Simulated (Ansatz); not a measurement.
**C7H14: basis-set convergence**

How large a basis does C7H14 need? Two functionals are run in growing sets.

The runs use Ansatz 0.2.0, Gaussian basis; one geometry, several basis sets.

The runs, in order: PBE0-D4/def2-SVP; ωB97M-V/def2-SVP; PBE0-D4/def2-QZVPP; ωB97M-V/def2-QZVPP; the functionals' def2-TZVPP values are taken from earlier runs.

## Step 1: Structure used throughout

The geometry comes from an earlier relaxation with PBE0-D4 in a triple-zeta def2 set; it is a stationary point, not always the lowest conformer.

SMILES `C=C(CC)C(C)C`, 21 atoms, charge 0, spin multiplicity 1.

Atoms are counted from 1 here; the program's logs count them from 0.

Bond lengths: C1–C2 1.329 Å, C1–H8 1.083 Å, C1–H9 1.085 Å, C2–C3 1.504 Å, C2–C5 1.511 Å, C3–C4 1.526 Å, C3–H10 1.096 Å, C3–H11 1.093 Å, C4–H12 1.092 Å, C4–H13 1.093 Å, C4–H14 1.093 Å, C5–C6 1.520 Å, C5–C7 1.530 Å, C5–H15 1.098 Å, C6–H16 1.093 Å, C6–H17 1.093 Å, C6–H18 1.092 Å, C7–H19 1.092 Å and more. Angles: C2–C1–H8 122.5°, C2–C1–H9 120.9°, H8–C1–H9 116.6°, C1–C2–C3 120.7°, C1–C2–C5 123.2°, C3–C2–C5 116.0°, C2–C3–C4 112.7°, C2–C3–H10 109.9°, C2–C3–H11 109.3°, C4–C3–H10 109.0°, C4–C3–H11 109.3°, H10–C3–H11 106.5°, C3–C4–H12 110.6°, C3–C4–H13 111.7°, C3–C4–H14 110.9°, H12–C4–H13 107.7°, H12–C4–H14 108.2°, H13–C4–H14 107.5° and more.

Geometry (Å):

```
C    -0.7315   -1.7512    0.2720
C    -0.0366   -0.6712   -0.0718
C     0.9681   -0.7278   -1.1894
C     0.4469   -0.1045   -2.4813
C    -0.1984    0.6684    0.6074
C    -1.5184    0.8417    1.3402
C     0.9719    0.9245    1.5591
H    -1.4902   -1.7335    1.0447
H    -0.5611   -2.7027   -0.2206
H     1.8875   -0.2123   -0.8902
H     1.2418   -1.7697   -1.3757
H    -0.4400   -0.6353   -2.8343
H     0.1736    0.9444   -2.3432
H     1.2045   -0.1462   -3.2674
H    -0.1515    1.4335   -0.1787
H    -1.6044    1.8590    1.7298
H    -1.5923    0.1609    2.1926
H    -2.3697    0.6535    0.6828
H     1.9375    0.8350    1.0577
H     0.9531    0.2042    2.3813
H     0.9093    1.9292    1.9850
```

## Step 2: PBE0-D4 in def2-SVP

in.yaml reads:

```yaml
crystal:
  periodic: [false, false, false]
  atoms:
    - {symbol: C, position_ang: [-0.731500, -1.751169, 0.271993]}
    - {symbol: C, position_ang: [-0.036623, -0.671178, -0.071821]}
    - {symbol: C, position_ang: [0.968111, -0.727811, -1.189355]}
    - {symbol: C, position_ang: [0.446930, -0.104498, -2.481263]}
    - {symbol: C, position_ang: [-0.198412, 0.668385, 0.607384]}
    - {symbol: C, position_ang: [-1.518391, 0.841747, 1.340224]}
    - {symbol: C, position_ang: [0.971863, 0.924473, 1.559120]}
    - {symbol: H, position_ang: [-1.490229, -1.733451, 1.044715]}
    - {symbol: H, position_ang: [-0.561107, -2.702707, -0.220643]}
    - {symbol: H, position_ang: [1.887519, -0.212345, -0.890205]}
    - {symbol: H, position_ang: [1.241778, -1.769711, -1.375716]}
    - {symbol: H, position_ang: [-0.440036, -0.635298, -2.834326]}
    - {symbol: H, position_ang: [0.173569, 0.944370, -2.343193]}
    - {symbol: H, position_ang: [1.204531, -0.146187, -3.267396]}
    - {symbol: H, position_ang: [-0.151489, 1.433542, -0.178671]}
    - {symbol: H, position_ang: [-1.604434, 1.858959, 1.729832]}
    - {symbol: H, position_ang: [-1.592329, 0.160929, 2.192584]}
    - {symbol: H, position_ang: [-2.369690, 0.653534, 0.682777]}
    - {symbol: H, position_ang: [1.937498, 0.835016, 1.057694]}
    - {symbol: H, position_ang: [0.953147, 0.204179, 2.381280]}
    - {symbol: H, position_ang: [0.909284, 1.929219, 1.984976]}
basis:
  gaussian: {orbitals: def2-SVP}
hamiltonian: {xc: pbe0, dispersion: d4}
output: {orbitals: {seedname: orbitals}}
```

On the command line:

```sh
$ ansatz run in.yaml --threads 2 --pin off --events-out ev --progress --plain --max-ram 32768MiB --backend cpu
```

After this run come: ωB97M-V in def2-SVP; PBE0-D4 in def2-QZVPP; ωB97M-V in def2-QZVPP.

Q: Predict the results of all the runs planned. Wanted: PBE0-D4: double and triple zeta above quadruple; ωB97M-V: double and triple zeta above quadruple.

The runs gave:

```
                                       quantity          value
PBE0-D4: double and triple zeta above quadruple  8.46, 0.42 eV
ωB97M-V: double and triple zeta above quadruple  8.98, 0.41 eV
```

What this shows: PBE0-D4 gains 8.04 eV from double to triple zeta, then 0.42 eV more. These are total energies; as a rule much of such shifts cancels in differences, which this series doesn't test. The LUMO of ωB97M-V is positive and keeps falling with the basis (2.85 to 1.80 eV): an unbound level that the basis holds in place.
